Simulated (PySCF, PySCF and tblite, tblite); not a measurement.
# C₅H₃BF₃S+: a path driven as rotation about a bond, and NMR exchange

How fast is rotation about a bond in C₅H₃BF₃S+ (`FB(F)c1cccc(F)[s+]1`), and when do the exchanging lines merge?

Programs: PySCF 2.14.0 with density-fitted response routines of our own, and tblite 0.8.0. All values are computed, except where a source is named. Atoms count from 0 throughout.

## 1. The starting structure

13 atoms, charge 1, multiplicity 1; geometry from: force field or distance geometry start.

Bonds of the start (Å): B1–C3 1.56, B1–F2 1.44, C3–C4 1.41, C3–S9 1.68, C4–C5 1.41, C4–H10 1.08, C5–C6 1.41, C5–H11 1.09, C6–C7 1.39, C6–H12 1.09, C7–F8 1.35, C7–S9 1.68, F0–B1 1.46.

## 2. GFN2-xTB relaxation, start minimum

Job settings and geometry (Å):

```
{"job": {"xc": "GFN2-xTB", "basis": "xTB", "kind": "relax"}, "charge": 1, "multiplicity": 1}
F      3.493000    -0.304300     0.077300
B      2.487300     0.665700    -0.353500
F      2.929500     1.911200    -0.918100
C      0.965000     0.358500    -0.186000
C      0.508700    -0.851900     0.384200
C     -0.860400    -1.164100     0.539100
C     -1.930100    -0.324600     0.175300
C     -1.758900     0.935200    -0.392100
F     -2.829100     1.691800    -0.725700
S     -0.196600     1.479100    -0.668100
H      1.231200    -1.589800     0.699000
H     -1.100700    -2.125700     0.984000
H     -2.943300    -0.680600     0.366900
```

On the command line:

```sh
$ OMP_NUM_THREADS=1 python ens_run.py task.json out
```

One launch serves the whole session.

Log:

```text
step      E/eV     max force
  0    -829.10489    4.436
  1    -829.88018    2.835
  2    -830.04209    2.822
  3    -830.12425    0.857
  4    -830.16289    0.497
  5    -830.21118    0.359
  6    -830.21656    0.229
  7    -830.22574    0.283
  8    -830.23064    0.269
  9    -830.23371    0.142
 10    -830.23478    0.085
 11    -830.23554    0.075
 12    -830.23616    0.101
 13    -830.23661    0.073
 14    -830.23681    0.035
 15    -830.23688    0.023
 16    -830.23690    0.012
 17    -830.23691    0.010
 18    -830.23693    0.010
 19    -830.23693    0.008
 20    -830.23694    0.004
 21    -830.23694    0.002
```

Run time: 0.21 s. Hardware: 1 thread of Arm Neoverse V1, shared host.

The energy fell by 1.132 eV, and the atoms moved 0.09 Å (root mean square).

## 3. Relaxed scan, rotation

Job settings and geometry (Å):

```
{"job": {"xc": "GFN2-xTB", "basis": "xTB", "coordinate": [["t", [0, 1, 3, 4], 0.25], ["t", [0, 1, 3, 9], 0.25], ["t", [2, 1, 3, 4], 0.25], ["t", [2, 1, 3, 9], 0.25]], "kind": "drive"}, "charge": 1, "multiplicity": 1}
F      3.357405    -0.205612     0.032651
B      2.471074     0.661959    -0.345611
F      2.870958     1.785224    -0.862182
C      0.915401     0.352991    -0.178385
C      0.479358    -0.836467     0.370241
C     -0.860380    -1.183153     0.551920
C     -1.907971    -0.350114     0.191971
C     -1.686904     0.887405    -0.375599
F     -2.699964     1.651886    -0.706001
S     -0.158007     1.578085    -0.717099
H      1.240377    -1.542810     0.677867
H     -1.090740    -2.143079     0.992548
H     -2.934995    -0.655828     0.349951
```

Log:

```text
point  coordinate     E/eV
  0    -75.100     -830.22791
  1    -60.200     -830.20343
  2    -45.200     -830.16961
  3    -30.200     -830.13557
  4    -15.100     -830.11085
  5      0.100     -830.10170
  6     15.200     -830.11091
  7     30.300     -830.13581
  8     45.400     -830.16994
  9     60.400     -830.20373
 10     75.200     -830.22810
 11     90.100     -830.23685
```

It took 2.2 s on 1 thread of Arm Neoverse V1, shared host.

The highest point is number 5, 2.9 kcal/mol above the first.

## 4. Nudged elastic band, leg 1

Changed since step 3:

```diff
@@ -1,2 +1,2 @@
-{"job": {"xc": "GFN2-xTB", "basis": "xTB", "coordinate": [["t", [0, 1, 3, 4], 0.25], ["t", [0, 1, 3, 9], 0.25], ["t", [2, 1, 3, 4], 0.25], ["t", [2, 1, 3, 9], 0.25]], "kind": "drive"}, "charge": 1, "multiplicity": 1}
+{"job": {"xc": "GFN2-xTB", "basis": "xTB", "kind": "neb"}, "charge": 1, "multiplicity": 1}
 F      3.357405    -0.205612     0.032651
```

Log:

```text
image   E - E0 / eV
  0       0.0000
  1       0.0352
  2       0.1037
  3       0.1363
  4       0.1002
  5       0.0325
  6      -0.0000
```

Run time: 0.89 s. Hardware: 1 thread of Arm Neoverse V1, shared host.

The highest point is number 3, 3.1 kcal/mol above the first.

## 5. Saddle search, leg 1

Job settings and geometry (Å):

```
{"job": {"xc": "GFN2-xTB", "basis": "xTB", "kind": "saddle"}, "charge": 1, "multiplicity": 1}
F      3.172396     0.165068    -1.377495
B      2.483393     0.639544    -0.389327
F      3.083908     1.377462     0.491276
C      0.913106     0.322401    -0.229467
C      0.477340    -0.759447     0.507136
C     -0.862409    -1.086802     0.720870
C     -1.912532    -0.339750     0.208844
C     -1.692024     0.786026    -0.551758
F     -2.702778     1.472347    -1.028407
S     -0.160110     1.421539    -0.985079
H      1.231634    -1.401936     0.942540
H     -1.091032    -1.966741     1.306942
H     -2.940893    -0.629710     0.383925
```

Log:

```text
step      E/eV     max force
  0    -830.10060   0.0512
  1    -830.10213   0.0278
  2    -830.10214   0.0010
lowest wavenumbers (cm-1): -44.8 73.0 104.5 150.9 228.1 259.7
```

Wall time 1.9 s (1 thread of Arm Neoverse V1, shared host).

Point group Cs; 1 imaginary mode, 45i cm⁻¹, carried by F2, F0. Steps downhill from it reached both ends.

## 6. Shieldings, start: PBE0/pcSseg-1 in chloroform

Job settings and geometry (Å):

```
{"job": {"kind": "nmr", "xc": "PBE0", "basis": "pcSseg-1", "solvent": "chloroform", "pop": false}, "charge": 1, "multiplicity": 1}
F      3.357405    -0.205612     0.032651
B      2.471074     0.661959    -0.345611
F      2.870958     1.785224    -0.862182
C      0.915401     0.352991    -0.178385
C      0.479358    -0.836467     0.370241
C     -0.860380    -1.183153     0.551920
C     -1.907971    -0.350114     0.191971
C     -1.686904     0.887405    -0.375599
F     -2.699964     1.651886    -0.706001
S     -0.158007     1.578085    -0.717099
H      1.240377    -1.542810     0.677867
H     -1.090740    -2.143079     0.992548
H     -2.934995    -0.655828     0.349951
```

Log:

```text
coarse grid: 13264 points
cycle   1  E = -913.8659943796  dE =  2.058e+00  |g| = 7.824e-01  |ddm| = 3.736e+00
cycle   2  E = -913.7251016869  dE =  1.409e-01  |g| = 1.209e+00  |ddm| = 1.278e+00
cycle   3  E = -913.9807164023  dE = -2.556e-01  |g| = 8.054e-02  |ddm| = 7.699e-01
cycle   4  E = -913.9814773373  dE = -7.609e-04  |g| = 5.563e-02  |ddm| = 9.410e-02
cycle   5  E = -913.9821523518  dE = -6.750e-04  |g| = 1.021e-02  |ddm| = 4.500e-02
cycle   6  E = -913.9821696574  dE = -1.731e-05  |g| = 4.443e-03  |ddm| = 1.185e-02
cycle   7  E = -913.9821746146  dE = -4.957e-06  |g| = 9.922e-04  |ddm| = 4.724e-03
final grid: 129928 points
cycle   8  E = -914.0600479715  dE = -6.255e-05  |g| = 8.640e-03  |ddm| = 3.466e-02
cycle   9  E = -914.0600268019  dE =  2.117e-05  |g| = 1.252e-02  |ddm| = 2.042e-02
cycle  10  E = -914.0600671633  dE = -4.036e-05  |g| = 8.819e-04  |ddm| = 1.284e-02
cycle  11  E = -914.0600672871  dE = -1.238e-07  |g| = 4.124e-04  |ddm| = 1.039e-03
cycle  12  E = -914.0600673265  dE = -3.944e-08  |g| = 1.021e-04  |ddm| = 4.347e-04
cycle  13  E = -914.0600673288  dE = -2.225e-09  |g| = 4.538e-05  |ddm| = 1.160e-04
cycle  14  E = -914.0600673292  dE = -4.629e-10  |g| = 9.762e-06  |ddm| = 3.928e-05
converged SCF energy = -914.0600673292

GIAO shielding tensors (ppm)
atom      isotropic    diamagn.    paramagn.     s11        s22        s33       span
  0 F      256.656     466.104    -209.448     87.157    303.477    379.335    292.179
  1 B       80.466     193.856    -113.391     75.344     79.833     86.220     10.876
  2 F      255.523     465.147    -209.624     84.918    299.415    382.236    297.318
  3 C       22.311     267.735    -245.424    -80.279    -14.226    161.439    241.718
  4 C       36.232     254.149    -217.916    -79.748      0.371    188.074    267.822
  5 C       20.598     255.130    -234.531    -90.641    -23.741    176.177    266.819
  6 C       51.340     255.419    -204.079    -38.216     20.134    172.103    210.319
  7 C      -18.327     259.305    -277.632   -140.220      5.506     79.733    219.952
  8 F      191.841     471.335    -279.494     67.899    151.139    356.485    288.585
  9 S      139.177    1055.545    -916.368    -98.198     -4.885    520.616    618.813
 10 H       22.101      30.711      -8.610     17.710     21.410     27.181      9.471
 11 H       21.945      28.665      -6.720     18.473     21.545     25.818      7.344
 12 H       22.555      27.233      -4.679     18.412     22.978     26.275      7.863
```

Run time: 28 s. Hardware: 1 thread of Arm Neoverse V1, shared host; peak memory 1 GiB.

Key values: HOMO -10.35 eV, LUMO -5.11 eV.

## 7. Shieldings, saddle of leg 1: PBE0/pcSseg-1 in chloroform

Job settings and geometry (Å):

```
{"job": {"kind": "nmr", "xc": "PBE0", "basis": "pcSseg-1", "solvent": "chloroform", "pop": false}, "charge": 1, "multiplicity": 1}
F      3.146458     0.142894    -1.380911
B      2.485052     0.640993    -0.384399
F      3.111762     1.384341     0.471958
C      0.913602     0.336058    -0.208991
C      0.477525    -0.754825     0.513201
C     -0.862597    -1.089204     0.713235
C     -1.913729    -0.346271     0.197561
C     -1.694264     0.785050    -0.555526
F     -2.703155     1.472664    -1.033448
S     -0.160505     1.434898    -0.963194
H      1.230753    -1.394278     0.954428
H     -1.091444    -1.969158     1.297989
H     -2.939456    -0.643161     0.378098
```

Log:

```text
coarse grid: 13264 points
cycle   1  E = -913.8554799390  dE =  2.060e+00  |g| = 7.879e-01  |ddm| = 3.721e+00
cycle   2  E = -913.7100613808  dE =  1.454e-01  |g| = 1.222e+00  |ddm| = 1.232e+00
cycle   3  E = -913.9722270338  dE = -2.622e-01  |g| = 7.784e-02  |ddm| = 7.454e-01
cycle   4  E = -913.9729400088  dE = -7.130e-04  |g| = 5.448e-02  |ddm| = 9.233e-02
cycle   5  E = -913.9736130109  dE = -6.730e-04  |g| = 9.480e-03  |ddm| = 4.416e-02
cycle   6  E = -913.9736278366  dE = -1.483e-05  |g| = 3.836e-03  |ddm| = 1.070e-02
cycle   7  E = -913.9736313666  dE = -3.530e-06  |g| = 9.225e-04  |ddm| = 4.201e-03
final grid: 129928 points
cycle   8  E = -914.0514819091  dE = -6.520e-05  |g| = 8.713e-03  |ddm| = 3.453e-02
cycle   9  E = -914.0514604959  dE =  2.141e-05  |g| = 1.262e-02  |ddm| = 2.065e-02
cycle  10  E = -914.0515011863  dE = -4.069e-05  |g| = 9.779e-04  |ddm| = 1.299e-02
cycle  11  E = -914.0515013446  dE = -1.583e-07  |g| = 4.594e-04  |ddm| = 1.158e-03
cycle  12  E = -914.0515013972  dE = -5.257e-08  |g| = 1.072e-04  |ddm| = 4.893e-04
cycle  13  E = -914.0515013996  dE = -2.357e-09  |g| = 4.556e-05  |ddm| = 1.159e-04
cycle  14  E = -914.0515014000  dE = -4.513e-10  |g| = 9.701e-06  |ddm| = 4.063e-05
converged SCF energy = -914.0515014000

GIAO shielding tensors (ppm)
atom      isotropic    diamagn.    paramagn.     s11        s22        s33       span
  0 F      227.540     464.818    -237.278     45.297    267.942    369.381    324.084
  1 B       78.928     192.683    -113.755     72.674     77.763     86.347     13.673
  2 F      227.480     464.827    -237.347     45.208    267.866    369.365    324.157
  3 C       17.655     271.052    -253.396    -87.461    -26.210    166.637    254.098
  4 C       44.942     253.978    -209.037    -66.854     10.144    191.535    258.389
  5 C       20.654     255.467    -234.813    -89.682    -25.390    177.035    266.717
  6 C       53.950     255.617    -201.667    -35.074     24.698    172.226    207.300
  7 C      -15.637     259.378    -275.015   -135.441      6.685     81.844    217.286
  8 F      196.618     471.352    -274.734     77.521    156.683    355.651    278.129
  9 S      160.926    1055.807    -894.881    -70.548     28.029    525.298    595.846
 10 H       22.684      30.478      -7.794     18.497     22.217     27.339      8.842
 11 H       22.037      28.748      -6.711     18.676     21.702     25.733      7.057
 12 H       22.657      27.331      -4.674     18.544     23.138     26.289      7.744
```

It took 27 s on 1 thread of Arm Neoverse V1, shared host; peak memory 1 GiB.

This run: HOMO -10.25 eV, LUMO -4.86 eV.

(Part 1 of 2 ends here.)
